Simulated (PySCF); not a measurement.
# As2 (As2): the cost of one run

Programs: PySCF 2.14.0, with routines of our own; each step states its level. All values are computed. Atoms count from 0.

### 1 The starting structure

2 atoms, charge 0, multiplicity 1; geometry from: GFN2-xTB.

### 2 Relaxing the molecule at PBE0/def2-TZVP

The job: settings as JSON, then the geometry in Å.

```
{"job": {"xc": "PBE0", "basis": "def2-TZVP", "grid": 1, "kind": "geom"}, "charge": 0, "multiplicity": 1}
As     1.048431    -0.003564    -0.002034
As    -1.045674     0.004832    -0.012114
```

Run with:

```sh
> OMP_NUM_THREADS=1 python excited_run.py task.json out
```

The driver reads the jobs from task.json and runs them one after another.

Q: Estimate the wall time and peak memory of this first job on 1 thread of Intel Xeon Platinum 8488C, shared host.

About 5.4 s, with a peak of 0.49 GiB.
